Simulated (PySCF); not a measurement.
# InH2Cl: geometry, NMR shifts and electronic excitations

Wanted: the NMR shifts and electronic excitations of InH2Cl (`[H][In]([H])[Cl]`), by calculation.

Computed with PySCF 2.14.0, with density-fitted response routines of our own, on a single molecule in the gas phase. Atoms count from 0, in the outputs and in this text.

## Step 1: The starting structure

4 atoms, charge 0, multiplicity 1; geometry from: GFN2-xTB.

Bonds of the start (Å): In0–H1 1.71, In0–H2 1.71, In0–Cl3 2.28.

## Step 2: Geometry optimisation at PBE0-D3(BJ)/def2-SVP

Job settings and geometry (Å):

```
{"job": {"xc": "PBE0", "basis": "def2-SVP", "d3": "d3bj", "grid": 1, "maxiter": 40, "kind": "geom"}, "charge": 0, "multiplicity": 1}
In     0.070210     0.117850    -0.000370
H      1.783010     0.101380     0.011370
H     -0.755080     1.618480    -0.019870
Cl    -1.098140    -1.837720     0.008870
```

Log:

```text
step   0  E = -651.25293720  max force = 0.024469
step   1  E = -651.25668088  max force = 0.005173
step   2  E = -651.25691233  max force = 0.000400
step   3  E = -651.25692196  max force = 0.000154
optimisation converged
```

Wall time 6.6 s (1 thread, shared host).

Step by step:

```csv
step,energy from step 0 (eV),largest force component (eV/Å)
0,0.0000,1.2582
1,-0.1019,0.2660
2,-0.1082,0.0206
3,-0.1084,0.0079
```

Close pairs (by a distance rule), those that changed most:

```csv
bond,before (Å),after (Å),change (Å)
In0–Cl3,2.278,2.368,+0.090
In0–H2,1.713,1.716,+0.003
In0–H1,1.713,1.715,+0.002
```

The next job starts from the end point, and lists it.

```csv
at the end point,value
point group (found at 0.08 Å tolerance),C2v
"rotational constants (GHz, main isotopes)","100.5, 3.296, 3.191"
dipole moment (D),2.79
```

## Step 3: Shielding tensors: PBE0/def2-TZVP+pcSseg-1

Job settings and geometry (Å):

```
{"job": {"kind": "nmr", "xc": "PBE0", "basis": {"default": "pcSseg-1", "In": "def2-TZVP"}}, "charge": 0, "multiplicity": 1}
In     0.128866     0.222663    -0.002260
H      1.829468    -0.000396     0.009773
H     -0.893318     1.600245    -0.024045
Cl    -1.065016    -1.822522     0.016532
```

With the program's defaults for keys left out, this is: GIAO PBE0/pcSseg-1 In:def2-TZVP NMR shielding, scalar relativity only through core potentials, gas phase.

Log:

```text
coarse grid: 19352 points
cycle   1  E = -650.6652152996  dE = -3.208e+01  |g| = 1.904e+00  |ddm| = 4.493e+01
cycle   2  E = -650.2197587740  dE =  4.455e-01  |g| = 2.792e+00  |ddm| = 7.134e+00
cycle   3  E = -651.3900580480  dE = -1.170e+00  |g| = 9.422e-02  |ddm| = 2.685e+00
cycle   4  E = -651.3918073266  dE = -1.749e-03  |g| = 3.042e-02  |ddm| = 1.552e-01
cycle   5  E = -651.3919791688  dE = -1.718e-04  |g| = 4.951e-03  |ddm| = 3.529e-02
cycle   6  E = -651.3919846984  dE = -5.530e-06  |g| = 2.395e-03  |ddm| = 8.614e-03
final grid: 36536 points
cycle   7  E = -651.3920310816  dE =  4.692e-07  |g| = 2.749e-03  |ddm| = 5.677e-03
cycle   8  E = -651.3920301570  dE =  9.246e-07  |g| = 3.365e-03  |ddm| = 6.959e-03
cycle   9  E = -651.3920330855  dE = -2.929e-06  |g| = 1.607e-04  |ddm| = 3.898e-03
cycle  10  E = -651.3920330893  dE = -3.802e-09  |g| = 1.598e-05  |ddm| = 2.046e-04
cycle  11  E = -651.3920330894  dE = -5.934e-11  |g| = 1.060e-06  |ddm| = 2.417e-05
converged SCF energy = -651.3920330894

GIAO shielding tensors (ppm)
atom      isotropic    diamagn.    paramagn.     s11        s22        s33       span
  0 In         nan         nan         nan        nan        nan        nan        nan
  1 H       24.850      26.029      -1.179     17.620     18.268     38.662     21.042
  2 H       24.846      26.018      -1.172     17.605     18.286     38.648     21.043
  3 Cl     858.732    1148.125    -289.393    540.689    920.676   1114.832    574.144
```

It took 4.6 s on 1 thread, shared host.

Shifts follow as δ = σ(reference) − σ, with reference shieldings (ppm) from runs at the same level and on the same kind of geometry: 1H TMS 31.27, 35Cl HCl 943. The references are single molecules in the gas phase. Atoms listed in one row are averaged.

```csv
atoms,environment,σ (ppm),δ (ppm)
"H1, H2",hydrogen on a In bonded to Cl,24.85,6.42
Cl3,chlorine bonded to In,859,85
```

Atoms past Kr carry core potentials, so their printed shieldings have no meaning and are left out of the table.

The run also stored atomic charges by several schemes (e):

```csv
atoms,Mulliken,ESP fit
In0,0.53,0.78
Cl3,-0.39,-0.39
```

Mayer bond orders: In0–Cl3 0.96.

With diffuse functions Mulliken charges and Mayer bond orders lose their meaning; the other schemes are steadier.

## Step 4: Ultraviolet spectrum: B3LYP/def2-SVPD

Job settings and geometry (Å):

```
{"job": {"kind": "uv", "xc": "B3LYP", "basis": "def2-SVPD", "ip": true, "nstates": 10}, "charge": 0, "multiplicity": 1}
In     0.128866     0.222663    -0.002260
H      1.829468    -0.000396     0.009773
H     -0.893318     1.600245    -0.024045
Cl    -1.065016    -1.822522     0.016532
```

With the program's defaults for keys left out, this is: TDDFT B3LYP/def2-SVPD, vertical, gas phase, core orbitals frozen in the response.

Log:

```text
coarse grid: 19352 points
cycle   1  E = -650.6462782486  dE = -2.054e+01  |g| = 1.923e+00  |ddm| = 1.289e+01
cycle   2  E = -650.2614494902  dE =  3.848e-01  |g| = 2.589e+00  |ddm| = 6.735e+00
cycle   3  E = -651.5014427779  dE = -1.240e+00  |g| = 5.971e-02  |ddm| = 2.273e+00
cycle   4  E = -651.5018752597  dE = -4.325e-04  |g| = 5.925e-02  |ddm| = 1.932e-01
cycle   5  E = -651.5031232709  dE = -1.248e-03  |g| = 1.206e-02  |ddm| = 8.725e-02
cycle   6  E = -651.5031602187  dE = -3.695e-05  |g| = 2.798e-03  |ddm| = 2.392e-02
cycle   7  E = -651.5031625930  dE = -2.374e-06  |g| = 4.268e-04  |ddm| = 4.489e-03
final grid: 36536 points
cycle   8  E = -651.5032363380  dE = -2.362e-08  |g| = 3.630e-04  |ddm| = 1.183e-03
cycle   9  E = -651.5032363238  dE =  1.418e-08  |g| = 4.240e-04  |ddm| = 1.106e-03
cycle  10  E = -651.5032363751  dE = -5.133e-08  |g| = 4.690e-05  |ddm| = 6.074e-04
cycle  11  E = -651.5032363758  dE = -6.746e-10  |g| = 3.630e-06  |ddm| = 5.875e-05
converged SCF energy = -651.5032363758

Static polarisability (au): isotropic 53.124, principal 40.068 54.434 64.871

Singlet excitations
state   eV       nm        f      main configurations
  1   4.6350    267.5   0.00000   H->L 1.00
  2   5.4098    229.2   0.02410   H-1->L 0.95
  3   5.7231    216.6   0.00981   H-2->L 0.99
  4   5.8311    212.6   0.00001   H-3->L 1.00
  5   5.9039    210.0   0.04862   H->L+1 0.91
  6   6.2071    199.7   0.02130   H-1->L+1 0.99
  7   6.9607    178.1   0.00039   H->L+2 0.90
  8   7.3452    168.8   0.03583   H->L+3 0.65, H-3->L+1 0.29
  9   7.4545    166.3   0.36064   H-2->L+1 0.87
 10   7.4675    166.0   0.01865   H-1->L+2 0.98

Triplet excitations (Tamm-Dancoff, eV): 4.4600 4.9170 5.1691 5.4122
Vertical ionisation energy (delta-SCF) = 10.4696 eV
Vertical electron affinity (delta-SCF) = 0.4433 eV
```

It took 25 s on 1 thread, shared host.

The orbitals next to the gap, with their largest atomic shares:

```csv
orbital,eV,atoms
HOMO−3,-9.24,"In0 32 %, Cl3 26 %, H2 21 %"
HOMO−2,-9.09,"Cl3 61 %, In0 24 %, H1 8 %"
HOMO−1,-8.50,"Cl3 92 %, In0 7 %"
HOMO,-8.03,"Cl3 70 %, In0 13 %, H1 8 %"
LUMO,-2.35,"In0 71 %, Cl3 12 %, H2 9 %"
LUMO+1,-1.23,"In0 41 %, H2 20 %, H1 20 %"
LUMO+2,-0.17,"In0 61 %, H2 14 %, H1 14 %"
```

With each of the 10 states as a Gaussian band of 0.4 eV half-width at 1/e, the curve within the window shown has maxima at 211 nm (ε 3,000), 167 nm (ε 17,000) L/(mol cm). Beyond the last state computed it falls off for lack of states. The curve at chosen wavelengths:

(nm, ε (L/mol/cm)): (160, 8822), (166, 16549), (172, 12345), (178, 4423), (184, 1031), (189, 658), (195, 1282), (201, 2214), (207, 2874), (213, 2953), (219, 2574), (225, 2039), (231, 1513), (236, 1110), (242, 694), (248, 383), (254, 187), (260, 81), (266, 32), (272, 11), (278, 4), (283, 1), (289, 0), (295, 0), (301, 0), (307, 0)

Ground-state properties from the same run:

```csv
property,computed
dipole moment (D),2.99
polarisability (Å³),7.87
HOMO–LUMO gap (eV),5.67
−ε(HOMO) (eV),8.03
```

## Step 5: NMR shieldings: KT2/def2-TZVP+pcSseg-1

Job settings and geometry (Å):

```
{"job": {"kind": "nmr", "xc": "KT2", "basis": {"default": "pcSseg-1", "In": "def2-TZVP"}, "pop": false}, "charge": 0, "multiplicity": 1}
In     0.128866     0.222663    -0.002260
H      1.829468    -0.000396     0.009773
H     -0.893318     1.600245    -0.024045
Cl    -1.065016    -1.822522     0.016532
```

Level: GIAO KT2/pcSseg-1 In:def2-TZVP NMR shielding, scalar relativity only through core potentials, gas phase.

Log:

```text
coarse grid: 19352 points
cycle   1  E = -655.0820914944  dE = -3.159e+01  |g| = 2.157e+00  |ddm| = 4.354e+01
cycle   2  E = -652.0311514641  dE =  3.051e+00  |g| = 5.165e+00  |ddm| = 9.147e+00
cycle   3  E = -656.0399238966  dE = -4.009e+00  |g| = 4.056e-01  |ddm| = 3.724e+00
cycle   4  E = -656.0544593367  dE = -1.454e-02  |g| = 3.075e-01  |ddm| = 9.533e-01
cycle   5  E = -656.0860631287  dE = -3.160e-02  |g| = 4.200e-02  |ddm| = 4.084e-01
cycle   6  E = -656.0864351243  dE = -3.720e-04  |g| = 1.769e-02  |ddm| = 6.935e-02
cycle   7  E = -656.0865157365  dE = -8.061e-05  |g| = 3.521e-03  |ddm| = 2.528e-02
cycle   8  E = -656.0865182212  dE = -2.485e-06  |g| = 4.092e-04  |ddm| = 3.557e-03
final grid: 36536 points
cycle   9  E = -656.0865996024  dE = -2.277e-08  |g| = 6.495e-04  |ddm| = 1.698e-03
cycle  10  E = -656.0865993153  dE =  2.871e-07  |g| = 1.167e-03  |ddm| = 2.222e-03
cycle  11  E = -656.0865997334  dE = -4.181e-07  |g| = 8.110e-05  |ddm| = 1.442e-03
cycle  12  E = -656.0865997348  dE = -1.394e-09  |g| = 1.651e-05  |ddm| = 1.484e-04
cycle  13  E = -656.0865997349  dE = -5.798e-11  |g| = 3.386e-06  |ddm| = 2.756e-05
converged SCF energy = -656.0865997349

GIAO shielding tensors (ppm)
atom      isotropic    diamagn.    paramagn.     s11        s22        s33       span
  0 In         nan         nan         nan        nan        nan        nan        nan
  1 H       24.428      26.091      -1.664     17.220     17.998     38.065     20.845
  2 H       24.424      26.080      -1.656     17.204     18.018     38.051     20.847
  3 Cl     787.908    1150.079    -362.171    428.405    859.707   1075.611    647.206
```

Run time: 7.9 s. Hardware: 1 thread, shared host.

Key values: δ Cl3 155, H1 6.75 ppm (means over like atoms).

## Step 6: Comparing the runs: NMR shifts

Shifts (ppm), means over like atoms, with basis size and wall time:

```csv
run,H1,Cl3,functions,time
PBE0/def2-TZVP+pcSseg-1,6.42,85,84,4.6 s
KT2/def2-TZVP+pcSseg-1,6.75,155,84,7.9 s
```

## Step 7: Outcome

| quantity | value |
| --- | --- |
| point group | C2v |
| rotational constants (main isotopes) | 100.53, 3.30, 3.19 GHz |
| 1H shifts against TMS (PBE0/def2-TZVP+pcSseg-1, means over atoms taken as alike) | 6.42 ppm |
| 35Cl shifts against HCl (PBE0/def2-TZVP+pcSseg-1) | 85 ppm |
| lowest singlet (B3LYP/def2-SVPD) | 4.63 eV (267 nm), f = 0.000 |
| brightest single state of those computed | state 9, 7.45 eV, f = 0.361 |
| lowest triplet | 4.46 eV |
| vertical ionisation energy (ΔSCF) | 10.47 eV |
| vertical electron affinity (ΔSCF) | 0.44 eV |
| range of the shift of Cl3 | 85 to 155 ppm |

In words: Relaxing lowered the energy by 0.108 eV in 3 steps; the close pair that moved most is In0–Cl3, from 2.278 to 2.368 Å. No frequency check was run at this level, so the end point may be a saddle. At PBE0/def2-TZVP+pcSseg-1: Shielding is most anisotropic at Cl3 (span 574 ppm, paramagnetic term -289 ppm). The first singlet state (HOMO→LUMO 1.00) lies at 4.63 eV and is dark; of the 10 states computed, the strongest absorption comes from state 9 at 7.45 eV. The lowest triplet lies 0.17 eV below the lowest singlet (triplets in Tamm-Dancoff, singlets in full TDDFT). Spin-orbit coupling, left out, mixes singlets and triplets in elements this heavy. The orbital energy would give 8.03 eV for ionisation, ΔSCF gives 10.47 eV. In ppm, Cl3 moves most: its shift spreads over 70 ppm, from 85 (PBE0/def2-TZVP+pcSseg-1) to 155 (KT2/def2-TZVP+pcSseg-1). Spin-orbit coupling is left out, which matters for shieldings and couplings at and beside the heavy atoms.
